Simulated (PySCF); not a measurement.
# C₅H₅FO₂S: magnetic properties

Aim: compute the magnetic properties of C₅H₅FO₂S (`C=CC1=CS(=O)(=O)[C@@H]1F`).

Computed with PySCF 2.14.0 and routines of our own; the level stands in each step. Atoms count from 0.

## Step 1: The system as given

14 atoms, charge 0, multiplicity 1; geometry from: GFN2-xTB.

## Step 2: Magnetic properties: GIAO KT3/pcSseg-1

What the job is given:

```
{"job": {"kind": "mag", "xc": "KT3", "basis": "pcSseg-1", "isotopologues": 0}, "charge": 0, "multiplicity": 1}
C      2.407027     0.181962     0.249523
C      1.323975    -0.205934     0.917042
C     -0.015051    -0.136708     0.380272
C     -1.176134    -0.528071     0.916880
S     -2.147888    -0.050362    -0.524553
O     -2.968209     1.101611    -0.297267
O     -2.693335    -1.144956    -1.261723
C     -0.384888     0.414405    -0.975617
F      0.150693    -0.241482    -2.034868
H      2.350018     0.580271    -0.749314
H      3.389723     0.099424     0.679781
H      1.401352    -0.614308     1.915193
H     -1.411833    -0.942608     1.876968
H     -0.226129     1.486282    -1.114482
```

Level: GIAO KT3/pcSseg-1 magnetisability, rotational g tensor and spin-rotation constants, non-relativistic, gas phase.

Launch:

```console
> OMP_NUM_THREADS=1 python excited_run.py task.json out
```

The driver reads the jobs from task.json and runs them one after another.

The log of the run:

```text
coarse grid: 13416 points
cycle   1  E = -850.4526816011  dE =  2.080e+00  |g| = 1.402e+00  |ddm| = 3.961e+00
cycle   2  E = -846.8668015407  dE =  3.586e+00  |g| = 4.108e+00  |ddm| = 4.864e+00
cycle   3  E = -850.6634069800  dE = -3.797e+00  |g| = 7.344e-01  |ddm| = 4.365e+00
cycle   4  E = -850.7952872438  dE = -1.319e-01  |g| = 3.116e-01  |ddm| = 1.292e+00
cycle   5  E = -850.8103610481  dE = -1.507e-02  |g| = 1.737e-01  |ddm| = 4.179e-01
cycle   6  E = -850.8172672229  dE = -6.906e-03  |g| = 5.730e-02  |ddm| = 2.206e-01
cycle   7  E = -850.8180186651  dE = -7.514e-04  |g| = 2.638e-02  |ddm| = 7.816e-02
cycle   8  E = -850.8181860800  dE = -1.674e-04  |g| = 8.065e-03  |ddm| = 2.732e-02
cycle   9  E = -850.8182023652  dE = -1.629e-05  |g| = 2.896e-03  |ddm| = 1.061e-02
cycle  10  E = -850.8182040175  dE = -1.652e-06  |g| = 1.504e-03  |ddm| = 3.931e-03
final grid: 128672 points
cycle  11  E = -850.9569487872  dE = -1.953e-04  |g| = 3.388e-02  |ddm| = 9.573e-02
cycle  12  E = -850.9563670672  dE =  5.817e-04  |g| = 6.632e-02  |ddm| = 8.538e-02
cycle  13  E = -850.9571087294  dE = -7.417e-04  |g| = 8.329e-03  |ddm| = 6.529e-02
cycle  14  E = -850.9571239981  dE = -1.527e-05  |g| = 2.218e-03  |ddm| = 9.553e-03
cycle  15  E = -850.9571247578  dE = -7.596e-07  |g| = 6.604e-04  |ddm| = 2.131e-03
cycle  16  E = -850.9571248500  dE = -9.218e-08  |g| = 2.763e-04  |ddm| = 8.443e-04
cycle  17  E = -850.9571248678  dE = -1.786e-08  |g| = 6.087e-05  |ddm| = 3.022e-04
cycle  18  E = -850.9571248683  dE = -4.979e-10  |g| = 3.714e-05  |ddm| = 7.374e-05
cycle  19  E = -850.9571248687  dE = -3.768e-10  |g| = 7.183e-06  |ddm| = 3.884e-05
converged SCF energy = -850.9571248687

Magnetisability tensor (1e-30 J/T^2)
    -1009.47       38.41       25.03
       38.41    -1134.60     -106.20
       25.03     -106.20     -992.34
isotropic -1045.47   principal values   -1202.12   -998.88   -935.41
isotropic susceptibility -62.960 1e-6 cm^3/mol

Inertial axes            a          b          c
rot. const./GHz      2.9298     1.0253     0.8965
chi total           -60.155    -61.547    -67.177
chi diamagnetic    -491.553  -1235.126  -1385.158
chi paramagnetic    431.398   1173.579   1317.980
quadrupole/D A       -1.136      3.637     -2.501
g nuclear            0.5360     0.5444     0.5407
g electronic        -0.5938    -0.5653    -0.5551
g total             -0.0578    -0.0209    -0.0144

Spin-rotation constants (kHz, H = +C I.J)
atom  isotope        aa         bb         cc
  8    19F        1.654      0.937      0.807
  9     1H       -0.236      0.038     -0.071
 10     1H        0.268     -0.104     -0.102
 11     1H       -0.224      0.044     -0.068
 12     1H       -0.307      0.069     -0.065
 13     1H       -0.270     -0.116      0.082
  0    13C*       1.185      0.331      0.160
  1    13C*       1.128      0.352      0.171
  2    13C*       1.208      0.377      0.193
  3    13C*       1.044      0.402      0.251
  4    33S*       1.224      0.417      0.299
  5    17O*      -0.775     -0.275     -0.232
  6    17O*      -0.741     -0.252     -0.216
  7    13C*       0.783      0.309      0.299
* in the singly substituted isotopologue
```

Run time: 70 s. Hardware: 1 thread of Arm Neoverse N1, shared host; peak memory 0.64 GiB.

From this job:

| quantity | value |
| --- | --- |
| magnetisability | -1045·10⁻³⁰ J/T² |
| molar susceptibility | -63.0·10⁻⁶ cm³/mol |
| rotational g (a, b, c) | -0.0578, -0.0209, -0.0144 |

## Step 3: Magnetic properties: GIAO OLYP/pcSseg-0

Settings changed since step 2:

```diff
@@ -1,2 +1,2 @@
-{"job": {"kind": "mag", "xc": "KT3", "basis": "pcSseg-1", "isotopologues": 0}, "charge": 0, "multiplicity": 1}
+{"job": {"kind": "mag", "xc": "OLYP", "basis": "pcSseg-0"}, "charge": 0, "multiplicity": 1}
 C      2.407027     0.181962     0.249523
```

With the program's defaults for keys left out, this is: GIAO OLYP/pcSseg-0 magnetisability, rotational g tensor and spin-rotation constants, non-relativistic, gas phase.

The log of the run:

```text
coarse grid: 13416 points
cycle   1  E = -839.7083459537  dE =  2.269e+00  |g| = 1.383e+00  |ddm| = 5.038e+00
cycle   2  E = -833.7117277486  dE =  5.997e+00  |g| = 4.711e+00  |ddm| = 9.584e+00
cycle   3  E = -839.8275327315  dE = -6.116e+00  |g| = 9.751e-01  |ddm| = 8.182e+00
cycle   4  E = -840.1049402632  dE = -2.774e-01  |g| = 2.589e-01  |ddm| = 2.340e+00
cycle   5  E = -840.1107578614  dE = -5.818e-03  |g| = 1.803e-01  |ddm| = 4.554e-01
cycle   6  E = -840.1173575418  dE = -6.600e-03  |g| = 6.215e-02  |ddm| = 2.917e-01
cycle   7  E = -840.1182383345  dE = -8.808e-04  |g| = 3.500e-02  |ddm| = 1.225e-01
cycle   8  E = -840.1185365795  dE = -2.982e-04  |g| = 8.574e-03  |ddm| = 4.541e-02
cycle   9  E = -840.1185479591  dE = -1.138e-05  |g| = 5.140e-03  |ddm| = 1.402e-02
cycle  10  E = -840.1185544814  dE = -6.522e-06  |g| = 1.280e-03  |ddm| = 7.642e-03
final grid: 128672 points
cycle  11  E = -840.0810901763  dE = -2.458e-05  |g| = 1.445e-02  |ddm| = 4.531e-02
cycle  12  E = -840.0809934991  dE =  9.668e-05  |g| = 2.638e-02  |ddm| = 5.050e-02
cycle  13  E = -840.0811160964  dE = -1.226e-04  |g| = 6.675e-03  |ddm| = 3.930e-02
cycle  14  E = -840.0811270403  dE = -1.094e-05  |g| = 1.031e-03  |ddm| = 9.288e-03
cycle  15  E = -840.0811272239  dE = -1.837e-07  |g| = 3.624e-04  |ddm| = 1.605e-03
cycle  16  E = -840.0811272406  dE = -1.663e-08  |g| = 2.383e-04  |ddm| = 7.254e-04
cycle  17  E = -840.0811272553  dE = -1.479e-08  |g| = 2.906e-05  |ddm| = 3.411e-04
cycle  18  E = -840.0811272556  dE = -2.203e-10  |g| = 1.166e-05  |ddm| = 5.930e-05
converged SCF energy = -840.0811272556

Magnetisability tensor (1e-30 J/T^2)
    -1021.20       34.28       30.71
       34.28    -1151.89      -99.04
       30.71      -99.04    -1027.22
isotropic -1066.77   principal values   -1216.88  -1013.39   -970.04
isotropic susceptibility -64.242 1e-6 cm^3/mol

Inertial axes            a          b          c
rot. const./GHz      2.9298     1.0253     0.8965
chi total           -60.785    -63.640    -68.302
chi diamagnetic    -495.461  -1239.559  -1389.198
chi paramagnetic    434.676   1175.919   1320.896
quadrupole/D A       -1.508      4.156     -2.649
g nuclear            0.5360     0.5444     0.5407
g electronic        -0.5983    -0.5664    -0.5563
g total             -0.0623    -0.0220    -0.0156

Spin-rotation constants (kHz, H = +C I.J)
atom  isotope        aa         bb         cc
  8    19F        0.698      1.197      0.883
  9     1H       -0.266      0.032     -0.080
 10     1H        0.249     -0.115     -0.114
 11     1H       -0.255      0.034     -0.078
 12     1H       -0.336      0.055     -0.074
 13     1H       -0.313     -0.128      0.074
  0    13C*       1.246      0.347      0.156
  1    13C*       1.173      0.356      0.164
  2    13C*       1.223      0.388      0.193
  3    13C*       1.099      0.411      0.257
  4    33S*       1.320      0.424      0.293
  5    17O*      -0.897     -0.262     -0.276
  6    17O*      -0.850     -0.243     -0.266
  7    13C*       0.775      0.331      0.315
* in the singly substituted isotopologue
```

It took 28 s on 1 thread of Arm Neoverse N1, shared host; peak memory 0.53 GiB.

Key values:

| quantity | value |
| --- | --- |
| magnetisability | -1067·10⁻³⁰ J/T² |
| molar susceptibility | -64.2·10⁻⁶ cm³/mol |
| rotational g (a, b, c) | -0.0623, -0.0220, -0.0156 |

## Step 4: Magnetic properties side by side

| level | ξ (10⁻³⁰ J/T²) | g(a) | g(b) | gap (eV) | functions | time |
| --- | --- | --- | --- | --- | --- | --- |
| GIAO KT3/pcSseg-1 | -1045 | -0.0578 | -0.0209 | 3.78 | 185 | 70 s |
| GIAO OLYP/pcSseg-0 | -1067 | -0.0623 | -0.0220 | 3.71 | 95 | 28 s |

## Step 5: Summary of results

| quantity | value |
| --- | --- |
| magnetisability (step 2, GIAO KT3/pcSseg-1) | -1045·10⁻³⁰ J/T² |
| molar susceptibility (step 2, GIAO KT3/pcSseg-1) | -63.0·10⁻⁶ cm³/mol |
| rotational g (a, b, c) (step 2, GIAO KT3/pcSseg-1) | -0.0578, -0.0209, -0.0144 |
| magnetisability over the levels | -1067 to -1045·10⁻³⁰ J/T² |

The magnetisability spreads by 2.0 % over 2 levels, from GIAO OLYP/pcSseg-0 (28 s) to GIAO KT3/pcSseg-1 (70 s); the runs took 28 s to 70 s. Two levels can agree by chance, so this spread shows no convergence. Vibrational averaging and real surroundings are missing from these values.
